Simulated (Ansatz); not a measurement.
# B4Ru: from a guess to a relaxed structure

Where does this trial cell of B4Ru go when cell and atoms are let free?

Method: DFT PBE, scalar-relativistic, plane waves, PAW, in Ansatz 0.2.0.

## Step 1: The starting structure

Symmetry: Pm-3m, No. 221, cubic system. Conventional cell: a = 3.794 Å, b = 3.794 Å, c = 3.794 Å, α = 90.00°, β = 90.00°, γ = 90.00°. B (site symmetry m-3m) is surrounded by 6 B at 1.90 Å. B (site symmetry 4/mmm) has 10 B at 1.90 to 2.68 Å and 4 Ru at 2.68 Å in its first shell of neighbours. Ru (site symmetry m-3m) is surrounded by 12 B at 2.68 Å.

Structure file:

```cif
data_structure
_symmetry_space_group_name_H-M 'Pm-3m'
_symmetry_Int_Tables_number 221
_cell_length_a 3.7942
_cell_length_b 3.7942
_cell_length_c 3.7942
_cell_angle_alpha 90.000
_cell_angle_beta 90.000
_cell_angle_gamma 90.000
_cell_volume 54.62
loop_
_atom_site_label
_atom_site_type_symbol
_atom_site_symmetry_multiplicity
_atom_site_Wyckoff_symbol
_atom_site_fract_x
_atom_site_fract_y
_atom_site_fract_z
_atom_site_occupancy
B1 B 1 a 0.00000 0.00000 0.00000 1
B2 B 3 d 0.50000 0.00000 0.00000 1
Ru1 Ru 1 b 0.50000 0.50000 0.50000 1
```

The cell is invented: random cell by space group and Wyckoff sites (Pm-3m, No. 221). Lengths come from tabulated atomic sizes and are only a guess.

## Step 2: The guess as it stands, on a coarse mesh

File input.yaml:

```yaml
crystal:
  lattice:
    - [3.79415347, 0.0, 0.0]
    - [0.0, 3.79415347, 0.0]
    - [0.0, 0.0, 3.79415347]
  atoms:
    - { symbol: B, position: [0.0, 0.0, 0.0] }
    - { symbol: B, position: [0.5, 0.0, 0.0] }
    - { symbol: B, position: [0.0, 0.5, 0.0] }
    - { symbol: B, position: [0.0, 0.0, 0.5] }
    - { symbol: Ru, position: [0.5, 0.5, 0.5] }
basis:
  ecutwfc: 420
kpoints:
  mp_grid: { grid: [4, 4, 4] }
hamiltonian:
  xc: pbe
scf:
  occupations: { method: gaussian, width: 0.1 }
  lower_state_search: "off"
output:
  forces: true
  stress: true
  eigenvalues: true
```

On the command line:

```console
> ansatz run input.yaml --threads 1 --pin off --max-ram 2560MiB --backend cpu --events-out ev --progress --plain --runs-dir out
```

What it wrote, shortened:

```text
[...]
SCF converged after 6 iterations
Free energy (F): -6494.392100 eV
[...]
E sigma→0 (E₀):  -6494.382017 eV
Entropy (-TS):   -0.020166 eV (-4.033 meV/atom)
Fermi energy:    10.795615 eV
[...]
--- Forces (eV/Å), atoms counted from 1 ---
  atom   1  B     -0.00000000    -0.00000000    -0.00000000
  atom   2  B     -0.00000000    -0.00000000     0.00000000
  atom   3  B      0.00000000     0.00000000    -0.00000000
  atom   4  B      0.00000000    -0.00000000    -0.00000000
  atom   5  Ru     0.00000000    -0.00000000     0.00000000
[...]
--- Stress (GPa, compression-positive) ---
      -32.910954      -0.000000       0.000000
        0.000000     -32.910954       0.000000
        0.000000       0.000000     -32.910954
  P = ⅓ Tr σ = -32.9110 GPa (-329.110 kbar)
--- Band table (eV; the first three rows and the last of 10) ---
  k-point 0: bands = ["-61.4543", "-31.4640", "-31.4640", "-31.4640", "-2.3353", "5.1997", "5.1997", "5.1997", "6.1230", "6.1230", "9.6513", "9.6513", "9.6513", "10.2211", "11.4959", "11.4959", "13.3229", "13.3229", "13.3229"]
[...]
```

Run time: 2 s. Hardware: 1 thread of Intel Xeon at 2.50GHz (Skylake/Cascade Lake), shared host; peak memory 0.3 GiB.

Read-out: pressure -32.9 GPa, largest force 0.00 eV/Å, gap on this mesh none (metal). A cheap, loose relaxation comes first.

## Step 3: Rough relaxation on the coarse mesh

input.yaml, as its differences from that of step 2:

```diff
@@ -24 +24,6 @@
   eigenvalues: true
+relax:
+  adjacent_minimum: "off"
+  f_tol: 0.04
+  max_steps: 70
+  cell: { stress_tol: 0.4 }
```

On the command line:

```console
> ansatz run input.yaml --threads 1 --pin off --max-ram 2560MiB --backend cpu --events-out ev --progress --plain --runs-dir out
```

What it wrote:

```text
Warning: RAYON_NUM_THREADS=1 ignored (pool sized by the plan → 1); use --threads N
Engine: ansatz 0.2.0, x86_64-unknown-linux-gnu
Pseudopotentials: kind: paw
Pseudopotential: B, paw, valence charge 3, recommended cutoff 420 eV (normal), B.paw.azcp
Pseudopotential: Ru, paw, valence charge 16, recommended cutoff 420 eV (normal), Ru.paw.azcp
Functional definition: PBE
  parameter kappa = 0.804
  parameter beta = 0.06672455060314922
  exchange = pbe_x(kappa = kappa, mu = beta*pi^2/3)
  correlation = pbe_c(beta = beta)
Crystal: 5 atoms, lattice volume = 54.619 Å³
Basis set: ecut = 420 eV, 1045 PW (Γ), exchange–correlation on 54×54×54 points (8 copies of the dense FFT grid, shifted against one another)
Bands: 19, of which v1, the nominal top of the filled ones, is band 14 counted from 1 (13 counted from 0)
Symmetry: 48 space group operations
Space group: Pm-3m (ITA 221), of the structure as read, at distance tolerance 3.8e-5 Å
k-points: 10 of 64
Non-local potential: B, projectors of the file, l = 0: 2, l = 1: 2, l = 2: 1
Non-local potential: Ru, projectors of the file, l = 0: 3, l = 1: 2, l = 2: 2, l = 3: 1
PAW form: soft (Blöchl's): semilocal exchange-correlation on the pseudo side does not see the compensation charge
PAW one-centre angular grid: B, 110 points (default); XC on 64 Gauss nodes
PAW one-centre angular grid: Ru, 590 points (default); XC on 64 Gauss nodes
Initial density: superposition of atomic densities (neutral atoms: chi_scale 0, normalization atom), corrected by the library's trained network
Initial wavefunctions: pseudopotential atomic-orbital guess
Functional: x = pbe(κ = 0.804, μ = 0.2195149727645171), c = pbe(β = 0.06672455060314922)
SCF iter   1: F=—  HF=-6494.394550 eV  |F-HF|=—  |Δ(HF+E_count)|=         —  Δρ=5.88e-3  dr2=2.58e-2  ethr=1.77e-3  ⟨swp⟩=3.9  Hψ=756  notcnv=0
preconditioner: auto → Resta (q_TF=auto, 2.441 Å⁻¹)  ε∞=13.9  [insulator: Δε(μ)=0.287 eV  Ē_g=6.249 eV  σ=0.100 eV  W_gap=0.75  n_scr=18 (ndim 8)  ℏωp=22.5 eV  f_vac=0.000  D(μ)=3.95/eV (n_scr^D=32)  ε∞_Penn≈13.9]
SCF iter   2: F=—  HF=-6494.392585 eV  |F-HF|=—  |Δ(HF+E_count)|=   1.97e-3  Δρ=2.76e-3  dr2=4.78e-3  ethr=9.22e-5  ⟨swp⟩=1.1  Hψ=278  notcnv=0
SCF iter   3: F=—  HF=-6494.392129 eV  |F-HF|=—  |Δ(HF+E_count)|=   4.56e-4  Δρ=5.76e-4  dr2=1.68e-4  ethr=1.71e-5  ⟨swp⟩=2.0  Hψ=239  notcnv=0
SCF iter   4: F=—  HF=-6494.392130 eV  |F-HF|=—  |Δ(HF+E_count)|=   9.31e-7  Δρ=9.14e-5  dr2=4.89e-6  ethr=6.00e-7  ⟨swp⟩=2.2  Hψ=303  notcnv=0
SCF iter   5: F=—  HF=-6494.392100 eV  |F-HF|=—  |Δ(HF+E_count)|=   2.94e-5  Δρ=1.43e-5  dr2=7.93e-8  ethr=1.75e-8  ⟨swp⟩=2.2  Hψ=292  notcnv=0
SCF iter   6: F=-6494.392100 eV  HF=-6494.392100 eV  |F-HF|=6.98e-10  |Δ(HF+E_count)|=   3.46e-8  Δρ=2.24e-6  dr2=2.29e-9  ethr=2.83e-10  ⟨swp⟩=3.9  Hψ=791  notcnv=0
SCF 1 converged in 6 iterations: F = -6494.392100 eV  dr2 = 2.29e-9
relax step   1: F+E_penalty+E_count = -6494.39210024 eV  Δ(F+E_penalty+E_count) = +0.000e0 eV  max|allowed force component| = 1.078e-28 eV/Å  Δτ_max = 0.0000 Å  P = -32.911 GPa  Ω = 54.619 Å³  (6 SCF iters, dr2 threshold 1.00e-7 eV, accepted)
Crystal: 5 atoms, lattice volume = 47.014 Å³
Basis set: ecut = 420 eV, 925 PW (Γ), exchange–correlation on 54×54×54 points (8 copies of the dense FFT grid, shifted against one another)
Initial density: handed on by an earlier stage of this run
Initial wavefunctions: those handed on with the density
SCF iter   1: F=—  HF=-6495.979992 eV  |F-HF|=—  |Δ(HF+E_count)|=         —  Δρ=4.54e-2  dr2=2.17e0  ethr=3.10e-3  ⟨swp⟩=5.6  Hψ=929  notcnv=0
preconditioner: auto → Resta (q_TF=auto, 2.503 Å⁻¹)  ε∞=12.6  [insulator: Δε(μ)=0.106 eV  Ē_g=7.117 eV  σ=0.100 eV  W_gap=0.54  n_scr=18 (ndim 8)  ℏωp=24.2 eV  f_vac=0.000  D(μ)=2.30/eV (n_scr^D=18)  ε∞_Penn≈12.6]
SCF iter   2: F=—  HF=-6495.781385 eV  |F-HF|=—  |Δ(HF+E_count)|=   1.99e-1  Δρ=2.01e-2  dr2=4.75e-1  ethr=3.10e-3  ⟨swp⟩=1.7  Hψ=284  notcnv=0  defer=1
SCF iter   3: F=—  HF=-6495.715895 eV  |F-HF|=—  |Δ(HF+E_count)|=   6.55e-2  Δρ=2.86e-3  dr2=1.03e-2  ethr=1.70e-3  ⟨swp⟩=1.9  Hψ=240  notcnv=0  defer=4
SCF iter   4: F=—  HF=-6495.713552 eV  |F-HF|=—  |Δ(HF+E_count)|=   2.34e-3  Δρ=4.55e-4  dr2=5.65e-5  ethr=3.67e-5  ⟨swp⟩=1.4  Hψ=299  notcnv=0  defer=5
SCF iter   5: F=—  HF=-6495.713574 eV  |F-HF|=—  |Δ(HF+E_count)|=   2.25e-5  Δρ=9.18e-5  dr2=4.18e-6  ethr=2.02e-7  ⟨swp⟩=2.1  Hψ=265  notcnv=0  defer=5
SCF iter   6: F=-6495.713574 eV  HF=-6495.713574 eV  |F-HF|=9.12e-9  |Δ(HF+E_count)|=   3.75e-8  Δρ=1.55e-5  dr2=1.00e-7  ethr=1.79e-9  ⟨swp⟩=7.3  Hψ=875  notcnv=0
SCF 2 converged in 6 iterations: F = -6495.713574 eV  dr2 = 1.00e-7
relax step   2: F+E_penalty+E_count = -6495.71357434 eV  Δ(F+E_penalty+E_count) = -1.321e0 eV  max|allowed force component| = 1.765e-29 eV/Å  Δτ_max = 0.0000 Å  P = -20.203 GPa  Ω = 47.014 Å³  energy of the carried Pulay correction = +7.525e-3 eV  (6 SCF iters, dr2 threshold 5.00e-7 eV, accepted)
Crystal: 5 atoms, lattice volume = 40.150 Å³
Basis set: ecut = 420 eV, 751 PW (Γ), exchange–correlation on 54×54×54 points (8 copies of the dense FFT grid, shifted against one another)
SCF iter   1: F=—  HF=-6496.326868 eV  |F-HF|=—  |Δ(HF+E_count)|=         —  Δρ=4.58e-2  dr2=1.83e0  ethr=3.10e-3  ⟨swp⟩=5.6  Hψ=956  notcnv=0
preconditioner: auto → none  [insulator: Δε(μ)=0.162 eV  Ē_g=8.188 eV  σ=0.100 eV  W_gap=0.74  n_scr=6 (ndim 8)  ℏωp=26.2 eV  f_vac=0.000  D(μ)=1.82/eV (n_scr^D=18)  ε∞_Penn≈11.2]
SCF iter   2: F=—  HF=-6496.082914 eV  |F-HF|=—  |Δ(HF+E_count)|=   2.44e-1  Δρ=1.38e-2  dr2=1.75e-1  ethr=3.10e-3  ⟨swp⟩=1.9  Hψ=299  notcnv=0  defer=4
SCF iter   3: F=—  HF=-6496.052598 eV  |F-HF|=—  |Δ(HF+E_count)|=   3.03e-2  Δρ=1.77e-3  dr2=1.05e-3  ethr=6.26e-4  ⟨swp⟩=2.0  Hψ=243  notcnv=0  defer=6
SCF iter   4: F=—  HF=-6496.052330 eV  |F-HF|=—  |Δ(HF+E_count)|=   2.69e-4  Δρ=5.18e-4  dr2=3.22e-5  ethr=3.75e-6  ⟨swp⟩=2.1  Hψ=300  notcnv=0  defer=6
SCF iter   5: F=—  HF=-6496.052345 eV  |F-HF|=—  |Δ(HF+E_count)|=   1.56e-5  Δρ=5.25e-5  dr2=1.35e-6  ethr=1.15e-7  ⟨swp⟩=2.2  Hψ=286  notcnv=0  defer=6
SCF iter   6: F=-6496.052345 eV  HF=-6496.052345 eV  |F-HF|=1.11e-8  |Δ(HF+E_count)|=   7.48e-8  Δρ=9.80e-6  dr2=1.91e-8  ethr=1.79e-9  ⟨swp⟩=7.3  Hψ=859  notcnv=0
SCF 3 converged in 6 iterations: F = -6496.052345 eV  dr2 = 1.91e-8
relax step   3: F+E_penalty+E_count = -6496.05234500 eV  Δ(F+E_penalty+E_count) = -3.388e-1 eV  max|allowed force component| = 4.649e-29 eV/Å  Δτ_max = 0.0000 Å  P = +8.483 GPa  Ω = 40.150 Å³  energy of the carried Pulay correction = +1.536e-2 eV  (6 SCF iters, dr2 threshold 5.00e-7 eV, accepted)
Crystal: 5 atoms, lattice volume = 41.723 Å³
Basis set: ecut = 420 eV, 799 PW (Γ), exchange–correlation on 54×54×54 points (8 copies of the dense FFT grid, shifted against one another)
iter 1 solved again at ethr=4.15e-4 eV; its pass at ethr=3.10e-3 eV (dr2=1.16e-1 eV) is discarded
SCF iter   1: F=—  HF=-6496.108478 eV  |F-HF|=—  |Δ(HF+E_count)|=         —  Δρ=1.16e-2  dr2=1.24e-1  ethr=4.15e-4  ⟨swp⟩=1.0  Hψ=1047  notcnv=0
preconditioner: auto → none  [insulator: Δε(μ)=0.122 eV  Ē_g=7.948 eV  σ=0.100 eV  W_gap=0.61  n_scr=6 (ndim 8)  ℏωp=25.7 eV  f_vac=0.000  D(μ)=2.93/eV (n_scr^D=26)  ε∞_Penn≈11.5]
SCF iter   2: F=—  HF=-6496.091662 eV  |F-HF|=—  |Δ(HF+E_count)|=   1.68e-2  Δρ=3.19e-3  dr2=8.86e-3  ethr=4.15e-4  ⟨swp⟩=1.5  Hψ=197  notcnv=0
SCF iter   3: F=—  HF=-6496.090028 eV  |F-HF|=—  |Δ(HF+E_count)|=   1.63e-3  Δρ=5.70e-4  dr2=1.44e-4  ethr=3.17e-5  ⟨swp⟩=1.6  Hψ=200  notcnv=0
SCF iter   4: F=—  HF=-6496.090035 eV  |F-HF|=—  |Δ(HF+E_count)|=   7.53e-6  Δρ=1.24e-4  dr2=2.03e-6  ethr=5.14e-7  ⟨swp⟩=2.1  Hψ=287  notcnv=0
iter 5 did not close the SCF: its close was put off for the readings that it lacked (scf_convergence_deferred on its scf_iter line)
SCF iter   5: F=-6496.090036 eV  HF=-6496.090036 eV  |F-HF|=4.17e-8  |Δ(HF+E_count)|=   4.26e-7  Δρ=1.84e-5  dr2=9.18e-8  ethr=7.26e-9  ⟨swp⟩=2.5  Hψ=281  notcnv=0
SCF iter   6: F=-6496.090036 eV  HF=-6496.090036 eV  |F-HF|=7.73e-11  |Δ(HF+E_count)|=   7.41e-9  Δρ=1.71e-6  dr2=4.90e-10  ethr=3.28e-10  ⟨swp⟩=3.2  Hψ=695  notcnv=0
SCF 4 converged in 6 iterations: F = -6496.090036 eV  dr2 = 4.90e-10
relax step   4: F+E_penalty+E_count = -6496.09003590 eV  Δ(F+E_penalty+E_count) = -3.769e-2 eV  max|allowed force component| = 8.263e-30 eV/Å  Δτ_max = 0.0000 Å  P = -0.177 GPa  Ω = 41.723 Å³  energy of the carried Pulay correction = +1.346e-2 eV  (6 SCF iters, dr2 threshold 5.00e-7 eV, accepted)
Basis set: ecut = 420 eV, 799 PW (Γ), exchange–correlation on 48×48×48 points (8 copies of the dense FFT grid, shifted against one another)
Initial wavefunctions: pseudopotential atomic-orbital guess (no wavefunctions were taken with the density)
iter 1 solved again at ethr=1.00e-7 eV; its pass at ethr=3.10e-3 eV (dr2=2.81e-5 eV) is discarded
SCF iter   1: F=—  HF=-6496.082867 eV  |F-HF|=—  |Δ(HF+E_count)|=         —  Δρ=5.91e-4  dr2=1.95e-5  ethr=1.00e-7  ⟨swp⟩=3.3  Hψ=1400  notcnv=0
preconditioner: auto → none  [insulator: Δε(μ)=0.199 eV  Ē_g=7.938 eV  σ=0.100 eV  W_gap=0.83  n_scr=6 (ndim 8)  ℏωp=25.7 eV  f_vac=0.000  D(μ)=1.72/eV (n_scr^D=18)  ε∞_Penn≈11.5]
SCF iter   2: F=—  HF=-6496.082941 eV  |F-HF|=—  |Δ(HF+E_count)|=   7.38e-5  Δρ=2.85e-4  dr2=3.92e-6  ethr=6.97e-8  ⟨swp⟩=2.0  Hψ=327  notcnv=0
SCF iter   3: F=—  HF=-6496.082944 eV  |F-HF|=—  |Δ(HF+E_count)|=   3.23e-6  Δρ=4.45e-5  dr2=1.37e-7  ethr=1.40e-8  ⟨swp⟩=2.5  Hψ=326  notcnv=0
SCF iter   4: F=—  HF=-6496.082955 eV  |F-HF|=—  |Δ(HF+E_count)|=   1.06e-5  Δρ=4.93e-6  dr2=2.97e-9  ethr=4.88e-10  ⟨swp⟩=2.2  Hψ=324  notcnv=0
iter 5 did not close the SCF: its close was put off for the readings that it lacked (scf_convergence_deferred on its scf_iter line)
SCF iter   5: F=-6496.082955 eV  HF=-6496.082955 eV  |F-HF|=1.03e-10  |Δ(HF+E_count)|=   3.25e-9  Δρ=7.80e-7  dr2=2.11e-10  ethr=1.06e-11  ⟨swp⟩=2.2  Hψ=298  notcnv=0
SCF iter   6: F=-6496.082955 eV  HF=-6496.082955 eV  |F-HF|=9.09e-13  |Δ(HF+E_count)|=  1.18e-11  Δρ=4.99e-8  dr2=3.92e-13  ethr=1.00e-12  ⟨swp⟩=2.6  Hψ=664  notcnv=0
SCF 5 converged in 6 iterations: F = -6496.082955 eV  dr2 = 3.92e-13
relax step   5: F+E_penalty+E_count = -6496.08295485 eV  Δ(F+E_penalty+E_count) = +7.081e-3 eV  max|allowed force component| = 1.862e-29 eV/Å  Δτ_max = 0.0000 Å  P = -0.321 GPa  Ω = 41.723 Å³  stress off target by 3.21e-1 GPa  SCF on the basis re-selected at this cell (its energy is not comparable with the rows above)  (6 SCF iters)
basis re-selected at this cell: Δ(F+E_penalty+E_count) = +7.081e-3 eV, ΔP = -0.144 GPa vs the last step (what re-selecting the basis moved, of the pressure what is left beyond the Pulay correction that the steps carried, after the strain that the cell walked since its last selection, with what the two solves' SCF thresholds leave and, on support functions, any second-order correction that the steps lacked; it is no measure of the basis error at this ecutwfc). The dense FFT grid was sized anew with the basis: this SCF ran on 24×24×24 points, the steps before it on 27×27×27, so part of this shift can come from that change (see relax.cell in the input reference). This SCF's stress stands 3.21e-1 GPa from its target on what of the cell is left free (relax.cell.stress_tol is 4.00e-1 GPa) and its largest allowed force component is 1.86e-29 eV/Å (relax.f_tol is 4.00e-2 eV/Å): within both
SCF converged after 6 iterations
Free energy (F): -6496.082955 eV
Harris-Foulkes:  -6496.082955 eV  (|F-HF|=9.09e-13)
Internal energy: -6496.074373 eV  (E = F + TS)
E sigma→0 (E₀):  -6496.078664 eV
Entropy (-TS):   -0.008582 eV (-1.716 meV/atom)
Fermi energy:    15.240674 eV
--- Per-component energies (eV) ---
  E_band       = -84.479720
  E_kinetic    = 705.642022
  E_local      = -1837.635882  (includes V_loc(G=0)·N_el)
  E_nonlocal   = 395.433444
  E_hartree    = 637.783425
  E_xc         = -317.087073
  E_vxc        = -389.274846  (∫ρ·V_xc dr)
  E_paw        = -3776.264888  (= ΣΔE_a)
  E_vpaw       = -234.211105  (= ΣTr[D̂ρ^β])
  E_aug_tail   = -0.000208  (compensation charges beyond the density's cutoff)
  E_ewald      = -2303.945214
  E_smearing   = -0.008582  (= −TS)
  E_closure    = -0.000000  (closes the sum)
  Σ components = -6496.082955   (vs F -6496.082955, Δ=0.00e0)
--- Forces (eV/Å), atoms counted from 1 ---
  atom   1  B      0.00000000     0.00000000    -0.00000000
  atom   2  B     -0.00000000     0.00000000     0.00000000
  atom   3  B     -0.00000000     0.00000000    -0.00000000
  atom   4  B     -0.00000000    -0.00000000    -0.00000000
  atom   5  Ru    -0.00000000     0.00000000     0.00000000
  max |Σ_I F_I| component: 2.26e-29 eV/Å
--- Stress (GPa, compression-positive) ---
       -0.320638      -0.000000      -0.000000
       -0.000000      -0.320638      -0.000000
       -0.000000      -0.000000      -0.320638
  P = ⅓ Tr σ = -0.3206 GPa (-3.206 kbar)
--- Band table (eV; the first three rows and the last of 10) ---
  k-point 0: bands = ["-57.3648", "-27.4136", "-27.4136", "-27.4136", "-0.1425", "8.1123", "8.1123", "8.1123", "9.5313", "9.5313", "13.5340", "13.5340", "13.5340", "15.3391", "17.2428", "17.2428", "17.9728", "17.9728", "17.9728"]
  k-point 1: bands = ["-57.3638", "-27.4361", "-27.4113", "-27.4113", "0.4493", "5.6182", "8.1437", "8.1437", "9.9260", "11.6128", "13.3727", "13.3727", "13.6182", "14.8766", "16.1289", "16.9084", "16.9084", "17.5413", "19.2003"]
  k-point 2: bands = ["-57.3628", "-27.4585", "-27.4090", "-27.4090", "1.5082", "3.6332", "8.1458", "8.1458", "10.5226", "13.4224", "13.7053", "14.0035", "14.0035", "14.0896", "14.6683", "14.9135", "14.9135", "17.1855", "20.8733"]
  k-point 9: bands = ["-57.3589", "-27.4490", "-27.4490", "-27.4490", "3.7288", "5.6947", "5.6947", "5.6947", "10.2017", "10.2017", "10.2017", "14.5552", "14.5552", "15.5455", "15.5455", "15.5455", "18.5303", "20.5097", "20.5097"]
--- Relaxed structure (4 steps of the walk, 4 accepted, 1 SCFs on fresh bases) ---
  F+E_penalty+E_count = -6496.08295485 eV   max|allowed force component| = 1.862e-29 eV/Å   (the final SCF, on the basis selected at the relaxed cell)
  cell:  # Å, volume = 41.7231 Å³
    - [3.468370288363116, 8.185202263645752e-34, -1.6691392851356043e-33]
    - [-2.0864241064195054e-34, 3.468370288363116, -1.2839532962581572e-34]
    - [-1.6691392851356043e-33, -1.2839532962581572e-34, 3.468370288363116]
  atoms:
    - { symbol: B, position: [-1.3218871058893129e-37, -2.3265213127183338e-36, -4.7587935943481625e-37] }
    - { symbol: B, position: [0.5, 1.9035174376898392e-36, -7.402567813259551e-37] }
    - { symbol: B, position: [-3.86651979532584e-36, 0.5, 3.172529062885953e-37] }
    - { symbol: B, position: [-4.9240294829634695e-36, -2.3265213127404532e-36, 0.5] }
    - { symbol: Ru, position: [0.5, 0.5, 0.5] }
```

It took 9.7 s on 1 thread of Intel Xeon at 2.50GHz (Skylake/Cascade Lake), shared host; peak memory 0.33 GiB.

The steps of the relaxation:

```
step  E - E(step 1) (eV/cell)  largest force component (eV/Å)  pressure (GPa)  volume (Å³)
   1                   0.0000                          0.0000          -32.91        54.62
   2                  -1.3215                          0.0000          -20.20        47.01
   3                  -1.6602                          0.0000            8.48        40.15
   4                  -1.6979                          0.0000           -0.18        41.72
   5                  -1.6909                          0.0000           -0.32        41.72
```

Step 1 is the start. Step 5 repeats the geometry before it on a plane-wave basis chosen anew for that cell, so its energy need not be comparable with the rows above.

|  | before | after | change |
| --- | --- | --- | --- |
| a (Å) | 3.794 | 3.468 | -8.6 % |
| b (Å) | 3.794 | 3.468 | -8.6 % |
| c (Å) | 3.794 | 3.468 | -8.6 % |
| volume (Å³/atom) | 10.92 | 8.34 | -23.6 % |
| shortest distance (Å) | 1.897 | 1.734 | -8.6 % |
| space group (0.01 Å) | Pm-3m | Pm-3m | same |

The run keeps the 48 symmetry operations of the start, so it could not have lowered the symmetry.

## Step 4: Coarse relaxation, continued

The end of the coarse run is made exact in the group found at a tolerance of 0.06 Å and reduced to its primitive cell.

input.yaml, as its differences from that of step 3:

```diff
@@ -2,5 +2,5 @@
   lattice:
-    - [3.79415347, 0.0, 0.0]
-    - [0.0, 3.79415347, 0.0]
-    - [0.0, 0.0, 3.79415347]
+    - [3.4683702884, 0.0, 0.0]
+    - [0.0, 3.4683702884, 0.0]
+    - [0.0, 0.0, 3.4683702884]
   atoms:
@@ -14,3 +14,3 @@
 kpoints:
-  mp_grid: { grid: [4, 4, 4] }
+  mp_grid: { grid: [6, 6, 6] }
 hamiltonian:
```

On the command line:

```console
> ansatz run input.yaml --threads 1 --pin off --max-ram 2560MiB --backend cpu --events-out ev --progress --plain --runs-dir out
```

What it wrote, shortened:

```text
[...]
relax step   4: F+E_penalty+E_count = -6496.04490417 eV  Δ(F+E_penalty+E_count) = +5.684e-4 eV  max|allowed force component| = 1.334e-28 eV/Å  Δτ_max = 0.0000 Å  P = -0.000 GPa  Ω = 41.470 Å³  stress off target by 2.71e-4 GPa  SCF on the basis re-selected at this cell (its energy is not [...]
SCF converged after 7 iterations
Free energy (F): -6496.044904 eV
[...]
E sigma→0 (E₀):  -6496.033515 eV
Entropy (-TS):   -0.022777 eV (-4.555 meV/atom)
Fermi energy:    15.465509 eV
[...]
--- Forces (eV/Å), atoms counted from 1 ---
  atom   1  B     -0.00000000    -0.00000000    -0.00000000
  atom   2  B     -0.00000000    -0.00000000     0.00000000
  atom   3  B     -0.00000000    -0.00000000    -0.00000000
  atom   4  B     -0.00000000    -0.00000000     0.00000000
  atom   5  Ru     0.00000000    -0.00000000     0.00000000
[...]
--- Relaxed structure (3 steps of the walk, 3 accepted, 1 SCFs on fresh bases) ---
  F+E_penalty+E_count = -6496.04490417 eV   max|allowed force component| = 1.334e-28 eV/Å   (the final SCF, on the basis selected at the relaxed cell)
  cell:  # Å, volume = 41.4698 Å³
    - [3.4613378014228897, 3.209883240645393e-35, -2.4074124304840445e-35]
    - [3.209883240645393e-35, 3.4613378014228897, 8.024708101613482e-36]
    - [-2.4074124304840445e-35, 8.024708101613482e-36, 3.4613378014228897]
  atoms:
    - { symbol: B, position: [-8.676309870181997e-38, -1.8075645572256805e-37, -5.784206582855143e-38] }
    - { symbol: B, position: [0.49999999999999994, 1.988321012898098e-37, -2.1690774688436055e-38] }
    - { symbol: B, position: [-1.3882095798798694e-36, 0.49999999999999994, -2.1690774688172955e-38] }
    - { symbol: B, position: [-6.651837570220553e-37, 9.037822785999492e-38, 0.49999999999999994] }
    - { symbol: Ru, position: [0.49999999999999994, 0.49999999999999994, 0.49999999999999994] }
```

It took 11 s on 1 thread of Intel Xeon at 2.50GHz (Skylake/Cascade Lake), shared host; peak memory 0.33 GiB.

[end of part 1 of 2]
